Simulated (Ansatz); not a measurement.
# BiTe (Tsumoite) (P-3m1) in Ansatz: further runs

Aim: see how the results for BiTe (Tsumoite) move with the level of theory and the settings. Levels: PBEsol, LDA, PBE. Tasks: band structure.

All numbers are computed with Ansatz 0.2.0; they aren't measurements. Logs are shortened: lines on timing, memory, paths and dates and some standing lists are left out, and cuts for length are marked.

### 1 The crystal as given

The structure is trigonal, space group P-3m1 (No. 164). The conventional cell has a = 4.423 Å, b = 4.423 Å, c = 24.002 Å, α = 90.00°, β = 90.00°, γ = 120.00°. Bi (site symmetry 3m) has 3 Bi at 3.27 Å and 3 Te at 3.33 Å as nearest neighbours. Bi (site symmetry 3m) has 6 Te at 3.14 to 3.16 Å as nearest neighbours. Bi (site symmetry 3m) is surrounded by 6 Te at 3.04 to 3.36 Å. Te (site symmetry 3m) is surrounded by 6 Bi at 3.16 to 3.33 Å. Te (site symmetry 3m) is surrounded by 6 Bi at 3.14 to 3.36 Å. Around Te (site symmetry 3m) lie 3 Bi at 3.04 Å.

### 2 Band structure, PBEsol

File input.yaml:

```yaml
crystal:
  lattice:
    - [4.423, 0.0, 0.0]
    - [-2.2115, 3.8304303609, 0.0]
    - [0.0, 0.0, 24.002]
  atoms:
    - { symbol: Bi, position: [0.3333333333, 0.6666666667, 0.5425] }
    - { symbol: Bi, position: [0.6666666667, 0.3333333333, 0.4575] }
    - { symbol: Bi, position: [0.6666666667, 0.3333333333, 0.7092] }
    - { symbol: Bi, position: [0.3333333333, 0.6666666667, 0.2908] }
    - { symbol: Bi, position: [0.0, 0.0, 0.8758] }
    - { symbol: Bi, position: [0.0, 0.0, 0.1242] }
    - { symbol: Te, position: [0.0, 0.0, 0.6313] }
    - { symbol: Te, position: [0.0, 0.0, 0.3687] }
    - { symbol: Te, position: [0.3333333333, 0.6666666667, 0.7851] }
    - { symbol: Te, position: [0.6666666667, 0.3333333333, 0.2149] }
    - { symbol: Te, position: [0.6666666667, 0.3333333333, 0.9448] }
    - { symbol: Te, position: [0.3333333333, 0.6666666667, 0.0552] }
kpoints:
  mp_grid: { grid: [7, 7, 2] }
  band_path:
    path:
      - [0.0, 0.0, 0.0]
      - [0.5, 0.0, 0.0]
      - [0.3333333333, 0.3333333333, 0.0]
      - [0.0, 0.0, 0.0]
      - [0.0, 0.0, 0.5]
      - [0.5, 0.0, 0.5]
      - [0.3333333333, 0.3333333333, 0.5]
      - [0.0, 0.0, 0.5]
    npoints: 8
scf:
  occupations: { method: fermi_dirac, width: 0.05 }
hamiltonian:
  xc: pbesol
  pseudopotentials: { kind: all_electron, lapw: { basis_error: 0.002 } }
output:
  forces: true
  stress: true
  eigenvalues: true
```

Potentials or basis: all-electron LAPW, scalar-relativistic.

Command:

```sh
$ ansatz run input.yaml --threads 8 --pin off --max-ram 24576MiB --backend cpu --events-out ev --progress --plain --runs-dir out
```

What it wrote:

```text
Warning: RAYON_NUM_THREADS=8 ignored (pool sized by the plan → 8); use --threads N
LAPW: plane waves up to 7.096 Å⁻¹, error target 2.0e-3 eV per atom; small_component_spin mean_spin; Te in spheres of 1.493 Å, 24 of its electrons in bands, Dirac shells []; Bi in spheres of 1.551 Å, 37 of its electrons in bands, Dirac shells [] (how accurate: hamiltonian.pseudopotentials.lapw.basis_error, Limitations)
[... 72 lines left out ...]
  k-point 1: bands = ["-147.1758", "-147.1758", "-146.9109", "-146.9109", "-146.8761", "-146.8761", "-141.5051", "-141.5051", "-141.2061", "-141.2061", "-140.3720", "-140.3720", "-136.6592", "-136.6592", "-136.6580", "-136.6580", "-136.6569", "-136.6569", "-136.6569", "-136.6569", "-136.6558", "-136.6558", "-136.6557", "-136.6557", "-136.6557", "-136.6557", "-136.3584", "-136.3584", "-136.3567", "-136.3567", "-136.3567", "-136.3567", "-136.3541", "-136.3541", "-136.3541", "-136.3541", "-136.3540", "-136.3540", "-136.3533", "-136.3533", "-135.5346", "-135.5346", "-135.5331", "-135.5331", "-135.5331", "-135.5331", "-135.5292", "-135.5292", "-135.5292", "-135.5292", "-135.5241", "-135.5241", "-135.5240", "-135.5240", "-97.2828", "-97.2828", "-97.2828", "-97.2828", "-97.2697", "-97.2696", "-97.0273", "-97.0273", "-97.0076", "-97.0076", "-97.0076", "-97.0076", "-96.9918", "-96.9918", "-96.9722", "-96.9722", "-96.9722", "-96.9722", "-79.7118", "-79.7118", "-79.7118", "-79.7118", "-79.7068", "-79.7068", "-79.4131", "-79.4131", "-79.4117", "-79.4117", "-79.4117", "-79.4117", "-78.5828", "-78.5813", "-78.5673", "-78.5673", "-78.5662", "-78.5662", "-24.7270", "-24.7270", "-24.7252", "-24.7252", "-24.7147", "-24.7147", "-24.7111", "-24.7111", "-24.7082", "-24.7066", "-24.4653", "-24.4653", "-24.4632", "-24.4632", "-24.4632", "-24.4632", "-24.4436", "-24.4436", "-24.4436", "-24.4436", "-24.4257", "-24.4257", "-24.4219", "-24.4219", "-24.4219", "-24.4219", "-24.4045", "-24.4045", "-24.4045", "-24.4045", "-11.1017", "-11.1017", "-11.1017", "-11.1017", "-11.0860", "-11.0858", "-11.0851", "-11.0851", "-11.0850", "-11.0850", "-10.8064", "-10.8064", "-10.8064", "-10.8064", "-10.7967", "-10.7967", "-10.7923", "-10.7923", "-10.7923", "-10.7923", "-10.0543", "-10.0543", "-9.9958", "-9.9730", "-9.9730", "-9.9079", "-9.8939", "-9.8939", "-9.8443", "-9.8443", "-1.2404", "-1.1246", "-0.7148", "-0.6183", "0.2637", "0.6826", "1.4623", "2.1771", "3.0415", "3.2661", "4.0978", "4.4488", "9.4632", "9.7884", "10.0770", "10.0770", "10.1973", "10.2278", "10.2278", "10.3711", "10.4018", "10.4018", "10.5026", "10.5026", "10.8302", "10.9405", "10.9405", "10.9601", "10.9601", "11.7911", "12.1711", "12.3377", "12.4504", "12.4504", "12.6416", "12.6416", "12.9855", "13.1994", "13.1994", "13.4925", "13.5701", "13.5701", "13.9808", "14.1063", "14.1063", "14.8480", "14.8480", "15.0196", "16.8218", "16.9418", "17.2818", "17.3175", "17.6251", "17.6251", "17.7656", "17.7656", "18.2061", "18.5095", "18.5095", "18.6718", "18.7368", "18.7368", "18.8842", "19.1552", "19.3020", "19.4545", "19.5354", "19.5354", "19.8252", "19.8252"]
  k-point 2: bands = ["-147.1758", "-147.1758", "-146.9109", "-146.9109", "-146.8761", "-146.8761", "-141.5051", "-141.5051", "-141.2061", "-141.2061", "-140.3720", "-140.3720", "-136.6592", "-136.6592", "-136.6580", "-136.6580", "-136.6569", "-136.6569", "-136.6569", "-136.6569", "-136.6558", "-136.6558", "-136.6557", "-136.6557", "-136.6557", "-136.6557", "-136.3584", "-136.3584", "-136.3567", "-136.3567", "-136.3567", "-136.3567", "-136.3541", "-136.3541", "-136.3541", "-136.3541", "-136.3540", "-136.3540", "-136.3533", "-136.3533", "-135.5346", "-135.5346", "-135.5331", "-135.5331", "-135.5331", "-135.5331", "-135.5292", "-135.5292", "-135.5292", "-135.5292", "-135.5241", "-135.5241", "-135.5240", "-135.5240", "-97.2828", "-97.2828", "-97.2828", "-97.2828", "-97.2697", "-97.2696", "-97.0273", "-97.0273", "-97.0076", "-97.0076", "-97.0076", "-97.0076", "-96.9918", "-96.9918", "-96.9722", "-96.9722", "-96.9722", "-96.9722", "-79.7118", "-79.7118", "-79.7118", "-79.7118", "-79.7068", "-79.7068", "-79.4131", "-79.4131", "-79.4117", "-79.4117", "-79.4117", "-79.4117", "-78.5827", "-78.5814", "-78.5673", "-78.5672", "-78.5662", "-78.5662", "-24.7269", "-24.7269", "-24.7251", "-24.7249", "-24.7149", "-24.7148", "-24.7114", "-24.7110", "-24.7080", "-24.7065", "-24.4652", "-24.4652", "-24.4633", "-24.4633", "-24.4632", "-24.4632", "-24.4436", "-24.4436", "-24.4434", "-24.4434", "-24.4256", "-24.4256", "-24.4219", "-24.4219", "-24.4219", "-24.4219", "-24.4045", "-24.4045", "-24.4043", "-24.4043", "-11.1032", "-11.1032", "-11.0998", "-11.0998", "-11.0863", "-11.0863", "-11.0849", "-11.0849", "-11.0845", "-11.0844", "-10.8082", "-10.8082", "-10.8050", "-10.8050", "-10.7955", "-10.7955", "-10.7929", "-10.7929", "-10.7916", "-10.7916", "-10.0533", "-10.0473", "-9.9916", "-9.9724", "-9.9676", "-9.9102", "-9.8962", "-9.8946", "-9.8546", "-9.8445", "-1.0716", "-0.9425", "-0.5974", "-0.4074", "0.3563", "0.8939", "1.4250", "2.4859", "2.5409", "3.4541", "3.6389", "4.1846", "8.7335", "8.9953", "9.1725", "9.5015", "9.6370", "9.6439", "9.7871", "9.7980", "10.0725", "10.0961", "10.2742", "10.4734", "10.5920", "10.8319", "10.8901", "10.9989", "11.1568", "11.4635", "12.0173", "12.2366", "12.3497", "12.8524", "12.9748", "13.1109", "13.1414", "13.3440", "13.4311", "13.9050", "14.0475", "14.1239", "14.2716", "14.4411", "14.6852", "15.1166", "15.2327", "15.5089", "16.3736", "16.6621", "16.9268", "17.1620", "17.3170", "17.7236", "17.8750", "18.1129", "18.3079", "18.3354", "18.4605", "18.7210", "19.0534", "19.0578", "19.2276", "19.5114", "19.6424", "19.8107", "19.8138", "20.1006", "20.2540", "20.2668"]
  k-point 15: bands = ["-147.1758", "-147.1758", "-146.9109", "-146.9109", "-146.8761", "-146.8761", "-141.5051", "-141.5051", "-141.2061", "-141.2061", "-140.3720", "-140.3720", "-136.6592", "-136.6592", "-136.6580", "-136.6580", "-136.6569", "-136.6569", "-136.6569", "-136.6569", "-136.6558", "-136.6558", "-136.6557", "-136.6557", "-136.6557", "-136.6557", "-136.3584", "-136.3584", "-136.3567", "-136.3567", "-136.3567", "-136.3567", "-136.3541", "-136.3541", "-136.3541", "-136.3541", "-136.3540", "-136.3540", "-136.3533", "-136.3533", "-135.5346", "-135.5346", "-135.5331", "-135.5331", "-135.5331", "-135.5331", "-135.5292", "-135.5292", "-135.5292", "-135.5292", "-135.5241", "-135.5241", "-135.5240", "-135.5240", "-97.2828", "-97.2828", "-97.2828", "-97.2828", "-97.2696", "-97.2696", "-97.0273", "-97.0273", "-97.0076", "-97.0076", "-97.0076", "-97.0076", "-96.9918", "-96.9918", "-96.9722", "-96.9722", "-96.9722", "-96.9722", "-79.7118", "-79.7118", "-79.7118", "-79.7118", "-79.7068", "-79.7068", "-79.4131", "-79.4131", "-79.4117", "-79.4117", "-79.4117", "-79.4117", "-78.5822", "-78.5819", "-78.5674", "-78.5668", "-78.5666", "-78.5661", "-24.7267", "-24.7255", "-24.7250", "-24.7238", "-24.7163", "-24.7142", "-24.7132", "-24.7103", "-24.7067", "-24.7064", "-24.4648", "-24.4647", "-24.4635", "-24.4635", "-24.4634", "-24.4634", "-24.4432", "-24.4432", "-24.4428", "-24.4428", "-24.4252", "-24.4251", "-24.4222", "-24.4222", "-24.4221", "-24.4221", "-24.4040", "-24.4040", "-24.4037", "-24.4037", "-11.1064", "-11.1064", "-11.0981", "-11.0981", "-11.0870", "-11.0870", "-11.0845", "-11.0845", "-11.0782", "-11.0781", "-10.8120", "-10.8120", "-10.8071", "-10.8071", "-10.7920", "-10.7920", "-10.7905", "-10.7905", "-10.7874", "-10.7874", "-10.0527", "-9.9820", "-9.9640", "-9.9631", "-9.9500", "-9.9356", "-9.9166", "-9.9024", "-9.9015", "-9.8524", "0.6040", "0.6842", "0.9223", "0.9428", "1.3493", "1.3695", "1.4757", "1.5008", "1.6874", "1.7070", "2.0833", "2.5289", "7.3184", "7.4144", "7.5784", "7.6819", "7.9452", "8.0834", "8.1992", "8.2750", "8.7519", "8.9433", "9.0393", "9.1970", "9.5222", "9.6735", "10.4241", "10.4643", "10.5655", "10.7142", "11.5234", "11.6581", "12.0279", "13.1536", "13.3990", "13.4372", "13.8744", "13.9307", "14.2893", "14.7402", "15.3820", "15.4559", "15.7202", "15.8709", "15.9178", "16.3525", "16.8030", "16.8819", "16.9227", "17.0371", "17.2883", "17.3405", "17.6836", "17.9807", "18.3298", "18.4687", "19.1498", "19.3915", "19.5305", "19.6599", "19.8145", "20.0653", "20.5339", "20.6552", "21.2801", "21.4751", "21.5258", "21.6994", "21.7552", "21.8248"]
```

Wall time 53 s (8 threads of Intel Xeon 6975P-C (Granite Rapids), shared host); peak memory 3.8 GiB.

What came out:

| Property | Result |
| --- | --- |
| Free energy | -4622146.2102 eV |
| Pressure | -0.8 GPa |
| Largest force | 1.368 eV/Å |
| Band gap along the path | none (metal or under the smearing width) |

Forces on the atoms (eV/Å):
```
Bi   0.000  0.000 -1.368
Bi   0.000  0.000  1.368
Bi   0.000  0.000 -0.724
Bi   0.000  0.000  0.724
Bi   0.000  0.000 -0.464
Bi   0.000  0.000  0.464
Te   0.000  0.000  0.533
Te   0.000  0.000 -0.533
Te   0.000  0.000  0.704
Te   0.000  0.000 -0.704
Te   0.000  0.000  0.149
Te   0.000  0.000 -0.149
```

Levels at the corners of the path, in eV from the Fermi level:
```tsv
point	band 181	band 182	band 183	band 184	band 185	band 186
Γ	-0.49	-0.10	-0.10	0.01	0.38	0.38
M	-1.30	-0.90	-0.64	0.55	0.68	0.92
K	-0.89	-0.89	-0.89	1.09	1.09	1.13
Γ	-0.49	-0.10	-0.10	0.01	0.38	0.38
A	-0.32	-0.15	-0.04	-0.04	0.15	0.15
L	-0.93	-0.57	-0.55	0.08	0.34	0.53
H	-0.62	-0.59	-0.59	0.58	0.58	0.65
A	-0.32	-0.15	-0.04	-0.04	0.15	0.15
```

Caveat: spin-orbit coupling is left out, which moves the levels of the heavy elements; forces of over 1 eV/Å show positions far from the minimum, so gaps and moduli don't describe the material at rest.

(Part 1 of 2 ends here.)
